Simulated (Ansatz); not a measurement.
# Ga2AsN: the cell at several levels of theory, part 2 of 2

The system is Ga2AsN, ordered on the rocksalt lattice (P4/mmm) with 4 atoms a cell, a generated structure that needn't be the ground state.

Ansatz 0.2.0, plane waves. The steps go on from the part before.

**3. Relaxation with r2SCAN**

Start: the result of step 2.

File input.yaml:

```yaml
crystal:
  lattice:
    - [3.5015408646, 0.0, 0.0]
    - [0.0, 3.5015408646, 0.0]
    - [0.0, 0.0, 4.9360051849]
  atoms:
    - { symbol: "N", position: [0.0, 0.0, 0.0] }
    - { symbol: Ga, position: [0.0, 0.0, 0.5] }
    - { symbol: As, position: [0.5, 0.5, 0.5] }
    - { symbol: Ga, position: [0.5, 0.5, 0.0] }
kpoints:
  mp_grid: { grid: [6, 6, 6] }
hamiltonian:
  xc: r2scan
scf:
  occupations: { method: fermi_dirac, width: 0.02 }
relax:
  f_tol: 0.005
  cell: {}
output:
  write_density: true
  write_potential: true
  elf: true
  volumetric_format: npy
```

Launch:

```
$ ansatz run input.yaml --threads 2 --pin off --max-ram 2211MiB --backend cpu --events-out ev --progress --plain --runs-dir out
```

The program printed:

```text
Warning: RAYON_NUM_THREADS=2 ignored (pool sized by the plan → 2); use --threads N
Engine: ansatz 0.2.0, aarch64-unknown-linux-gnu
Pseudopotentials: kind: paw
Pseudopotential: N, paw, valence charge 5, recommended cutoff 500 eV (meta_gga), N.paw.azcp
Pseudopotential: Ga, paw, valence charge 13, recommended cutoff 500 eV (meta_gga), Ga.paw.azcp
Pseudopotential: As, paw, valence charge 15, recommended cutoff 500 eV (meta_gga), As.paw.azcp
Functional definition: r2SCAN
  parameter k0 = 0.174
  parameter k1 = 0.065
  parameter a1 = 4.9479
  exchange = r2scan_x(k0 = k0, k1 = k1, a1 = a1)
  correlation = r2scan_c
Crystal: 4 atoms, lattice volume = 60.519 Å³
Basis set: ecut = 500 eV, 1521 PW (Γ), exchange–correlation on 108×108×144 points (64 copies of the dense FFT grid, shifted against one another)
Bands: 28, of which v1, the nominal top of the filled ones, is band 23 counted from 1 (22 counted from 0)
Symmetry: 16 space group operations
Space group: P4/mmm (ITA 123), of the structure as read, at distance tolerance 3.9e-5 Å
k-points: 40 of 216
Non-local potential: N, projectors of the file, l = 0: 2, l = 1: 2, l = 2: 1
Non-local potential: Ga, projectors of the file, l = 0: 2, l = 1: 2, l = 2: 3, l = 3: 1
Non-local potential: As, projectors of the file, l = 0: 2, l = 1: 2, l = 2: 3, l = 3: 1
PAW form: soft (Blöchl's): semilocal exchange-correlation on the pseudo side does not see the compensation charge
PAW frozen core: N, regenerated for the run's functional (the file was generated under x = pbe(κ = 0.804, μ = 0.2195149727645171), c = pbe(β = 0.06672455060314922))
PAW frozen core: Ga, regenerated for the run's functional (the file was generated under x = pbe(κ = 0.804, μ = 0.2195149727645171), c = pbe(β = 0.06672455060314922))
PAW frozen core: As, regenerated for the run's functional (the file was generated under x = pbe(κ = 0.804, μ = 0.2195149727645171), c = pbe(β = 0.06672455060314922))
PAW one-centre angular grid: N, 302 points (default); XC on 160 Gauss nodes
PAW one-centre angular grid: Ga, 590 points (default); XC on 160 Gauss nodes
PAW one-centre angular grid: As, 590 points (default); XC on 160 Gauss nodes
Initial density: superposition of atomic densities (neutral atoms: chi_scale 0, normalization atom), corrected by the library's trained network
Initial wavefunctions: pseudopotential atomic-orbital guess
Functional: x = r2scan, c = r2scan; τ floored in thin density (d = 2e-4 eV/Å³)
SCF iter   1: F=—  HF=-12827.888737 eV  |F-HF|=—  |Δ(HF+E_count)|=         —  Δρ=1.08e-2  dr2=3.28e-2  dr2_τ=2.13e-2  ethr=1.77e-3  ⟨swp⟩=6.1  Hψ=4624  notcnv=0
preconditioner: auto → Resta (q_TF=auto, 2.606 Å⁻¹)  ε∞=4.3  [insulator: Δε(μ)=0.060 eV  Ē_g=15.720 eV  σ=0.020 eV  W_gap=0.55  n_scr=20 (ndim 8)  ℏωp=28.6 eV  f_vac=0.000  D(μ)=1.46/eV (n_scr^D=6)  ε∞_Penn≈4.3]
SCF iter   2: F=—  HF=-12827.941831 eV  |F-HF|=—  |Δ(HF+E_count)|=   5.31e-2  Δρ=4.15e-3  dr2=7.93e-3  dr2_τ=1.68e-4  ethr=7.14e-5  ⟨swp⟩=2.3  Hψ=2540  notcnv=0  defer=28
SCF iter   3: F=—  HF=-12827.941523 eV  |F-HF|=—  |Δ(HF+E_count)|=   3.08e-4  Δρ=2.76e-3  dr2=2.71e-3  dr2_τ=1.02e-4  ethr=1.72e-5  ⟨swp⟩=2.0  Hψ=1935  notcnv=0  defer=28
SCF iter   4: F=—  HF=-12827.941564 eV  |F-HF|=—  |Δ(HF+E_count)|=   4.05e-5  Δρ=1.07e-3  dr2=1.12e-3  dr2_τ=1.44e-4  ethr=5.88e-6  ⟨swp⟩=2.8  Hψ=1888  notcnv=0  defer=28
SCF iter   5: F=—  HF=-12827.941425 eV  |F-HF|=—  |Δ(HF+E_count)|=   1.39e-4  Δρ=3.36e-4  dr2=4.60e-5  dr2_τ=5.57e-6  ethr=2.42e-6  ⟨swp⟩=2.0  Hψ=1398  notcnv=0  defer=28
SCF iter   6: F=—  HF=-12827.941437 eV  |F-HF|=—  |Δ(HF+E_count)|=   1.24e-5  Δρ=1.11e-4  dr2=7.22e-6  dr2_τ=3.47e-7  ethr=1.00e-7  ⟨swp⟩=2.0  Hψ=2010  notcnv=0  defer=28
SCF iter   7: F=—  HF=-12827.941439 eV  |F-HF|=—  |Δ(HF+E_count)|=   1.76e-6  Δρ=3.80e-5  dr2=1.19e-6  dr2_τ=3.56e-8  ethr=1.57e-8  ⟨swp⟩=2.0  Hψ=2015  notcnv=0  defer=28
SCF iter   8: F=-12827.941439 eV  HF=-12827.941439 eV  |F-HF|=6.52e-9  |Δ(HF+E_count)|=   5.18e-8  Δρ=8.39e-6  dr2=2.93e-8  dr2_τ=6.05e-10  ethr=2.17e-10  ⟨swp⟩=6.1  Hψ=7080  notcnv=0
SCF 1 converged in 8 iterations: F = -12827.941439 eV  dr2 = 2.93e-8
relax step   1: F+E_penalty+E_count = -12827.94143918 eV  Δ(F+E_penalty+E_count) = +0.000e0 eV  max|allowed force component| = 1.874e-29 eV/Å  Δτ_max = 0.0000 Å  P = -4.290 GPa  Ω = 60.519 Å³  (8 SCF iters, dr2 threshold 1.00e-7 eV, accepted)
Crystal: 4 atoms, lattice volume = 58.231 Å³
Basis set: ecut = 500 eV, 1465 PW (Γ), exchange–correlation on 108×108×144 points (64 copies of the dense FFT grid, shifted against one another)
Initial density: handed on by an earlier stage of this run
Initial wavefunctions: those handed on with the density
iter 1 solved again at ethr=2.44e-6 eV; its pass at ethr=3.10e-3 eV (dr2=1.12e-3 eV) is discarded
SCF iter   1: F=—  HF=-12827.947144 eV  |F-HF|=—  |Δ(HF+E_count)|=         —  Δρ=1.41e-3  dr2=1.12e-3  dr2_τ=7.82e-3  ethr=2.44e-6  ⟨swp⟩=1.7  Hψ=5828  notcnv=0
preconditioner: auto → Resta (q_TF=auto, 2.623 Å⁻¹)  ε∞=4.4  [insulator: Δε(μ)=0.099 eV  Ē_g=15.828 eV  σ=0.020 eV  W_gap=0.66  n_scr=20 (ndim 8)  ℏωp=29.2 eV  f_vac=0.000  D(μ)=1.15/eV (n_scr^D=6)  ε∞_Penn≈4.4]
SCF iter   2: F=—  HF=-12827.976801 eV  |F-HF|=—  |Δ(HF+E_count)|=   2.97e-2  Δρ=2.08e-3  dr2=3.12e-3  dr2_τ=1.05e-4  ethr=2.44e-6  ⟨swp⟩=3.0  Hψ=2430  notcnv=0  recentre
SCF iter   3: F=—  HF=-12827.976565 eV  |F-HF|=—  |Δ(HF+E_count)|=   2.36e-4  Δρ=1.40e-3  dr2=1.49e-3  dr2_τ=2.65e-5  ethr=2.44e-6  ⟨swp⟩=1.9  Hψ=1193  notcnv=0
SCF iter   4: F=—  HF=-12827.976541 eV  |F-HF|=—  |Δ(HF+E_count)|=   2.34e-5  Δρ=9.63e-4  dr2=6.69e-4  dr2_τ=4.43e-5  ethr=2.44e-6  ⟨swp⟩=2.0  Hψ=1849  notcnv=0
SCF iter   5: F=—  HF=-12827.976441 eV  |F-HF|=—  |Δ(HF+E_count)|=   1.00e-4  Δρ=3.37e-4  dr2=1.02e-4  dr2_τ=4.12e-6  ethr=1.45e-6  ⟨swp⟩=2.8  Hψ=1860  notcnv=0
SCF iter   6: F=—  HF=-12827.976439 eV  |F-HF|=—  |Δ(HF+E_count)|=   1.90e-6  Δρ=2.63e-4  dr2=5.55e-5  dr2_τ=2.77e-6  ethr=2.21e-7  ⟨swp⟩=2.0  Hψ=1937  notcnv=0
SCF iter   7: F=—  HF=-12827.976435 eV  |F-HF|=—  |Δ(HF+E_count)|=   4.01e-6  Δρ=1.66e-4  dr2=2.17e-5  dr2_τ=1.04e-6  ethr=1.21e-7  ⟨swp⟩=1.0  Hψ=1121  notcnv=0
SCF iter   8: F=—  HF=-12827.976433 eV  |F-HF|=—  |Δ(HF+E_count)|=   1.82e-6  Δρ=9.86e-5  dr2=7.66e-6  dr2_τ=3.80e-7  ethr=4.71e-8  ⟨swp⟩=1.2  Hψ=1131  notcnv=0
SCF iter   9: F=—  HF=-12827.976432 eV  |F-HF|=—  |Δ(HF+E_count)|=   8.98e-7  Δρ=3.74e-5  dr2=1.09e-6  dr2_τ=5.05e-8  ethr=1.66e-8  ⟨swp⟩=1.9  Hψ=1209  notcnv=0
SCF iter  10: F=-12827.976432 eV  HF=-12827.976432 eV  |F-HF|=4.77e-8  |Δ(HF+E_count)|=   1.42e-7  Δρ=9.07e-6  dr2=6.41e-8  dr2_τ=3.39e-9  ethr=8.70e-10  ⟨swp⟩=5.9  Hψ=6688  notcnv=0
SCF 2 converged in 10 iterations: F = -12827.976432 eV  dr2 = 6.41e-8
relax step   2: F+E_penalty+E_count = -12827.97643219 eV  Δ(F+E_penalty+E_count) = -3.499e-2 eV  max|allowed force component| = 4.339e-30 eV/Å  Δτ_max = 0.0000 Å  P = -0.200 GPa  Ω = 58.231 Å³  energy of the carried Pulay correction = +8.768e-4 eV  (10 SCF iters, dr2 threshold 4.00e-7 eV, accepted)
Crystal: 4 atoms, lattice volume = 58.111 Å³
iter 1 solved again at ethr=2.87e-8 eV; its pass at ethr=3.10e-3 eV (dr2=1.32e-5 eV) is discarded
SCF iter   1: F=—  HF=-12827.976742 eV  |F-HF|=—  |Δ(HF+E_count)|=         —  Δρ=1.84e-4  dr2=1.56e-5  dr2_τ=4.58e-5  ethr=2.87e-8  ⟨swp⟩=3.1  Hψ=5833  notcnv=0
preconditioner: auto → Resta (q_TF=auto, 2.624 Å⁻¹)  ε∞=4.4  [insulator: Δε(μ)=0.109 eV  Ē_g=15.844 eV  σ=0.020 eV  W_gap=0.63  n_scr=20 (ndim 8)  ℏωp=29.2 eV  f_vac=0.000  D(μ)=1.07/eV (n_scr^D=6)  ε∞_Penn≈4.4]
SCF iter   2: F=—  HF=-12827.976871 eV  |F-HF|=—  |Δ(HF+E_count)|=   1.29e-4  Δρ=1.46e-4  dr2=1.33e-5  dr2_τ=3.30e-7  ethr=2.87e-8  ⟨swp⟩=2.2  Hψ=1853  notcnv=0
SCF iter   3: F=—  HF=-12827.976870 eV  |F-HF|=—  |Δ(HF+E_count)|=   1.40e-6  Δρ=8.79e-5  dr2=5.40e-6  dr2_τ=6.58e-7  ethr=2.87e-8  ⟨swp⟩=2.0  Hψ=1435  notcnv=0
SCF iter   4: F=-12827.976869 eV  HF=-12827.976869 eV  |F-HF|=8.67e-8  |Δ(HF+E_count)|=   6.33e-7  Δρ=1.99e-5  dr2=1.83e-7  dr2_τ=1.55e-8  ethr=8.70e-10  ⟨swp⟩=6.8  Hψ=7124  notcnv=0
SCF 3 converged in 4 iterations: F = -12827.976869 eV  dr2 = 1.83e-7
relax step   3: F+E_penalty+E_count = -12827.97686923 eV  Δ(F+E_penalty+E_count) = -4.370e-4 eV  max|allowed force component| = 6.764e-29 eV/Å  Δτ_max = 0.0000 Å  P = +0.048 GPa  Ω = 58.111 Å³  energy of the carried Pulay correction = +9.240e-4 eV  (4 SCF iters, dr2 threshold 4.00e-7 eV, accepted)
Crystal: 4 atoms, lattice volume = 58.134 Å³
iter 1 solved again at ethr=1.37e-8 eV; its pass at ethr=3.10e-3 eV (dr2=6.30e-6 eV) is discarded
SCF iter   1: F=—  HF=-12827.976915 eV  |F-HF|=—  |Δ(HF+E_count)|=         —  Δρ=1.36e-4  dr2=7.87e-6  dr2_τ=1.19e-5  ethr=1.37e-8  ⟨swp⟩=2.8  Hψ=5529  notcnv=0
preconditioner: auto → Resta (q_TF=auto, 2.624 Å⁻¹)  ε∞=4.4  [insulator: Δε(μ)=0.105 eV  Ē_g=15.842 eV  σ=0.020 eV  W_gap=0.59  n_scr=20 (ndim 8)  ℏωp=29.2 eV  f_vac=0.000  D(μ)=1.04/eV (n_scr^D=2)  ε∞_Penn≈4.4]
SCF iter   2: F=—  HF=-12827.976937 eV  |F-HF|=—  |Δ(HF+E_count)|=   2.15e-5  Δρ=7.45e-5  dr2=2.63e-6  dr2_τ=3.42e-8  ethr=1.37e-8  ⟨swp⟩=2.0  Hψ=1819  notcnv=0
SCF iter   3: F=—  HF=-12827.976936 eV  |F-HF|=—  |Δ(HF+E_count)|=   6.00e-7  Δρ=3.18e-5  dr2=5.92e-7  dr2_τ=6.95e-8  ethr=5.71e-9  ⟨swp⟩=2.0  Hψ=1443  notcnv=0
SCF iter   4: F=—  HF=-12827.976936 eV  |F-HF|=—  |Δ(HF+E_count)|=   4.75e-8  Δρ=1.23e-5  dr2=7.23e-8  dr2_τ=7.91e-9  ethr=1.57e-10  ⟨swp⟩=5.9  Hψ=7371  notcnv=0
SCF iter   5: F=-12827.976936 eV  HF=-12827.976936 eV  |F-HF|=9.08e-9  |Δ(HF+E_count)|=   1.81e-8  Δρ=8.45e-6  dr2=2.46e-8  dr2_τ=6.68e-10  ethr=1.57e-10  ⟨swp⟩=6.9  Hψ=6007  notcnv=0
SCF 4 converged in 5 iterations: F = -12827.976936 eV  dr2 = 2.46e-8
relax step   4: F+E_penalty+E_count = -12827.97693599 eV  Δ(F+E_penalty+E_count) = -6.676e-5 eV  max|allowed force component| = 9.466e-30 eV/Å  Δτ_max = 0.0000 Å  P = +0.005 GPa  Ω = 58.134 Å³  energy of the carried Pulay correction = +9.151e-4 eV  (5 SCF iters, dr2 threshold 7.20e-8 eV, accepted)
Initial wavefunctions: pseudopotential atomic-orbital guess (no wavefunctions were taken with the density)
iter 1 solved again at ethr=3.84e-8 eV; its pass at ethr=3.10e-3 eV (dr2=1.77e-5 eV) is discarded
SCF iter   1: F=—  HF=-12827.976122 eV  |F-HF|=—  |Δ(HF+E_count)|=         —  Δρ=6.58e-5  dr2=6.71e-7  dr2_τ=5.83e-7  ethr=3.84e-8  ⟨swp⟩=3.0  Hψ=7147  notcnv=0
SCF iter   2: F=—  HF=-12827.976113 eV  |F-HF|=—  |Δ(HF+E_count)|=   8.68e-6  Δρ=4.60e-5  dr2=4.92e-7  dr2_τ=3.67e-8  ethr=1.46e-9  ⟨swp⟩=2.0  Hψ=1843  notcnv=0
SCF iter   3: F=—  HF=-12827.976113 eV  |F-HF|=—  |Δ(HF+E_count)|=   1.28e-7  Δρ=9.40e-6  dr2=2.55e-8  dr2_τ=5.54e-9  ethr=1.07e-9  ⟨swp⟩=2.0  Hψ=1784  notcnv=0
SCF iter   4: F=—  HF=-12827.976113 eV  |F-HF|=—  |Δ(HF+E_count)|=   3.54e-8  Δρ=3.28e-6  dr2=7.62e-9  dr2_τ=1.39e-9  ethr=5.55e-11  ⟨swp⟩=2.0  Hψ=1845  notcnv=0
SCF iter   5: F=—  HF=-12827.976113 eV  |F-HF|=—  |Δ(HF+E_count)|=  2.22e-10  Δρ=1.29e-6  dr2=7.56e-10  dr2_τ=6.31e-11  ethr=1.66e-11  ⟨swp⟩=2.3  Hψ=1537  notcnv=0
SCF iter   6: F=—  HF=-12827.976113 eV  |F-HF|=—  |Δ(HF+E_count)|=   1.04e-9  Δρ=5.70e-7  dr2=1.45e-10  dr2_τ=1.17e-11  ethr=1.64e-12  ⟨swp⟩=2.0  Hψ=2042  notcnv=0
SCF iter   7: F=-12827.976113 eV  HF=-12827.976113 eV  |F-HF|=1.82e-12  |Δ(HF+E_count)|=  5.09e-11  Δρ=2.94e-7  dr2=2.86e-11  dr2_τ=8.25e-13  ethr=1.00e-12  ⟨swp⟩=5.5  Hψ=5004  notcnv=0
SCF 5 converged in 7 iterations: F = -12827.976113 eV  dr2 = 2.86e-11
relax step   5: F+E_penalty+E_count = -12827.97611340 eV  Δ(F+E_penalty+E_count) = +8.226e-4 eV  max|allowed force component| = 1.874e-29 eV/Å  Δτ_max = 0.0000 Å  P = -0.006 GPa  Ω = 58.134 Å³  stress off target by 1.27e-2 GPa  SCF on the basis re-selected at this cell (its energy is not comparable with the rows above)  (7 SCF iters)
basis re-selected at this cell: Δ(F+E_penalty+E_count) = +8.226e-4 eV, ΔP = -0.011 GPa vs the last step (what re-selecting the basis moved, of the pressure what is left beyond the Pulay correction that the steps carried, after the strain that the cell walked since its last selection, with what the two solves' SCF thresholds leave and, on support functions, any second-order correction that the steps lacked; it is no measure of the basis error at this ecutwfc). This SCF's stress stands 1.27e-2 GPa from its target on what of the cell is left free (relax.cell.stress_tol is 5.00e-2 GPa) and its largest allowed force component is 1.87e-29 eV/Å (relax.f_tol is 5.00e-3 eV/Å): within both
SCF converged after 7 iterations
Free energy (F): -12827.976113 eV
Harris-Foulkes:  -12827.976113 eV  (|F-HF|=1.82e-12)
Internal energy: -12827.974806 eV  (E = F + TS)
E sigma→0 (E₀):  -12827.975460 eV
Entropy (-TS):   -0.001307 eV (-0.327 meV/atom)
Fermi energy:    10.955549 eV
--- Per-component energies (eV) ---
  E_band       = -258.581680
  E_kinetic    = 460.127300
  E_local      = -5236.408769  (includes V_loc(G=0)·N_el)
  E_nonlocal   = 232.076272
  E_hartree    = 2605.159560
  E_xc         = -257.521061
  E_vxc        = -286.333217  (∫ρ·V_xc dr)
  E_paw        = -5986.390372  (= ΣΔE_a)
  E_vpaw       = -653.682215  (= ΣTr[D̂ρ^β])
  E_aug_tail   = -0.000065  (compensation charges beyond the density's cutoff)
  E_vtau       = 15.319938  (kinetic-family band-sum trace: ∫τ·v_τ [+ j·A + Jᵃ·Aᵃ] dr)
  E_ewald      = -4642.224560
  E_core_change = -2.793112  (= ΣΔE_core)
  E_smearing   = -0.001307  (= −TS)
  E_closure    = -0.000000  (closes the sum)
  Σ components = -12827.976113   (vs F -12827.976113, Δ=0.00e0)
--- Forces (eV/Å), atoms counted from 1 ---
  atom   1  N      0.00000000     0.00000000     0.00000000
  atom   2  Ga     0.00000000     0.00000000     0.00000000
  atom   3  As     0.00000000     0.00000000     0.00000000
  atom   4  Ga     0.00000000     0.00000000     0.00000000
  max |Σ_I F_I| component: 2.60e-29 eV/Å
--- Stress (GPa, compression-positive) ---
       -0.002486       0.000000       0.000000
        0.000000      -0.002486       0.000000
        0.000000       0.000000      -0.012747
  P = ⅓ Tr σ = -0.0059 GPa (-0.059 kbar)
--- Band table (eV; the first three rows and the last of 40) ---
  k-point 0: bands = ["-25.2575", "-25.2435", "-25.2397", "-25.2137", "-25.2137", "-5.0253", "-4.5526", "-4.5371", "-4.4234", "-4.4080", "-4.4080", "-4.3394", "-4.2514", "-4.2361", "-4.2361", "-4.1870", "-0.7899", "4.7198", "8.1508", "8.1574", "8.1574", "10.6342", "10.7594", "10.7594", "12.4842", "15.7840", "20.4029", "20.8772"]
  k-point 1: bands = ["-25.2575", "-25.2431", "-25.2397", "-25.2136", "-25.2136", "-4.9706", "-4.5520", "-4.5368", "-4.4053", "-4.4053", "-4.3861", "-4.2698", "-4.2519", "-4.2412", "-4.2412", "-4.1873", "-1.2137", "4.9171", "8.2997", "8.2997", "8.6973", "9.8937", "10.5476", "10.5476", "13.5480", "15.8855", "19.2365", "19.9791"]
  k-point 2: bands = ["-25.2575", "-25.2424", "-25.2397", "-25.2136", "-25.2136", "-4.8547", "-4.5508", "-4.5362", "-4.4608", "-4.3992", "-4.3992", "-4.2530", "-4.2520", "-4.2520", "-4.1879", "-3.8414", "-2.1236", "5.2341", "8.7008", "8.7008", "8.8178", "10.0109", "10.0109", "10.4681", "14.7269", "16.1289", "17.4600", "19.5244"]
  k-point 39: bands = ["-25.2635", "-25.2363", "-25.2249", "-25.2158", "-25.2158", "-4.9388", "-4.5458", "-4.4250", "-4.4250", "-4.4111", "-4.4110", "-4.4002", "-4.2858", "-4.2858", "-4.1571", "-1.6904", "0.5067", "5.1805", "5.1805", "5.3373", "5.5562", "7.0954", "7.0954", "12.5516", "16.3609", "16.8902", "17.4984", "17.5941"]
--- Relaxed structure (4 steps of the walk, 4 accepted, 1 SCFs on fresh bases) ---
  F+E_penalty+E_count = -12827.97611340 eV   max|allowed force component| = 1.874e-29 eV/Å   (the final SCF, on the basis selected at the relaxed cell)
  cell:  # Å, volume = 58.1336 Å³
    - [3.4638989818728607, 1.6102981451118236e-35, 0.0]
    - [1.6102981451118236e-35, 3.4638989818728607, 0.0]
    - [0.0, 0.0, 4.845030512923882]
  atoms:
    - { symbol: N, position: [-2.8092023220767355e-35, -1.8799633130532648e-37, 0.0] }
    - { symbol: Ga, position: [-8.432978289981787e-36, 1.3428309378951893e-37, 0.49999999999999994] }
    - { symbol: As, position: [0.49999999999999994, 0.49999999999999994, 0.49999999999999994] }
    - { symbol: Ga, position: [0.49999999999999994, 0.49999999999999994, 0.0] }
```

It took 20 s on 2 threads of Arm Neoverse V2, shared host; peak memory 0.52 GiB.

Step by step:

```
step  energy change (meV/atom)  largest force (eV/Å)  pressure (GPa)  volume (Å³/atom)
   1                       0.0                0.0000           -4.29            15.130
   2                      -8.7                0.0000           -0.20            14.558
   3                      -8.9                0.0000            0.05            14.528
   4                      -8.9                0.0000            0.01            14.533
   5                      -8.7                0.0000           -0.01            14.533
```

Step 5 solves the same cell on a plane-wave basis chosen anew, so the energy can jump there without a move.

The table lists every geometry solved, with passes on a fresh basis, whose energies don't compare exactly with the rows above.

|  | before | after | change |
| --- | --- | --- | --- |
| a (Å) | 3.502 | 3.464 | -1.08 % |
| c (Å) | 4.936 | 4.845 | -1.84 % |
| volume (Å³/atom) | 15.130 | 14.533 | -3.94 % |
| shortest distance (Å) | 2.468 | 2.423 | -1.84 % |
| space group | P4/mmm | P4/mmm | same |

Density in a lattice plane of the grid's cell (edges 3.46 and 4.85 Å, at 0.000 of the third edge), which holds N and Ga.

Values in e/Å³, 12 rows by 8 columns:
```
 2.79  1.58  0.42  0.13  0.08  0.13  0.42  1.58
 0.78  0.50  0.20  0.08  0.05  0.08  0.20  0.50
 0.33  0.24  0.12  0.07  0.05  0.07  0.12  0.24
 0.72  0.43  0.18  0.10  0.08  0.10  0.18  0.43
11.50  2.56  0.39  0.17  0.13  0.17  0.39  2.56
47.31  7.92  0.56  0.22  0.17  0.22  0.56  7.92
11.50  2.56  0.39  0.17  0.13  0.17  0.39  2.56
 0.72  0.43  0.18  0.10  0.08  0.10  0.18  0.43
 0.33  0.24  0.12  0.07  0.05  0.07  0.12  0.24
 0.78  0.50  0.20  0.08  0.05  0.08  0.20  0.50
 2.79  1.58  0.42  0.13  0.08  0.13  0.42  1.58
 3.41  2.56  0.59  0.16  0.11  0.16  0.59  2.56
```
Columns run along the first of these edges and rows up along the second, over one cell in 8 and 12 even steps from the bottom left corner. Atoms in the plane (fractional): N at (1.00, 0.00), Ga at (1.00, 0.50).

ELF in the same plane.

Values, 12 rows by 8 columns:
```
0.67 0.80 0.66 0.22 0.07 0.22 0.66 0.80
0.80 0.70 0.38 0.09 0.04 0.09 0.38 0.70
0.37 0.30 0.15 0.05 0.03 0.05 0.15 0.30
0.20 0.20 0.18 0.11 0.06 0.11 0.18 0.20
0.07 0.14 0.24 0.21 0.13 0.21 0.24 0.14
0.29 0.06 0.25 0.26 0.17 0.26 0.25 0.06
0.07 0.14 0.24 0.21 0.13 0.21 0.24 0.14
0.20 0.20 0.18 0.11 0.06 0.11 0.18 0.20
0.37 0.30 0.15 0.05 0.03 0.05 0.15 0.30
0.80 0.70 0.38 0.09 0.04 0.09 0.38 0.70
0.67 0.80 0.66 0.22 0.07 0.22 0.66 0.80
0.04 0.68 0.74 0.29 0.09 0.29 0.74 0.68
```
Columns run along the first of these edges and rows up along the second, over one cell in 8 and 12 even steps from the bottom left corner. Atoms in the plane (fractional): N at (1.00, 0.00), Ga at (1.00, 0.50).

Both are smooth fields of the valence electrons: close to the nuclei they are not physical.

The highest ELF values outside the cores: 0.83 in the shell around N, 0.8 Å from N; 0.74 on the As–Ga line, 1.1 Å from As.

**4. The cells side by side**

The summary covers parts 1 to 2.

```
 level  a (Å)  c (Å)  volume (Å³/atom)  space group  SCF geometries
   PBE  3.502  4.936            15.130       P4/mmm               9
r2SCAN  3.464  4.845            14.533       P4/mmm               5
```

What this shows: The first relaxation changed the volume by +33.7 % from the start. r2SCAN gives the smallest cell and PBE the largest; they differ by 4.1 % in volume, a mean of 1.3 % in length. The meshes differ: PBE 8×8×6, r2SCAN 6×6×6.
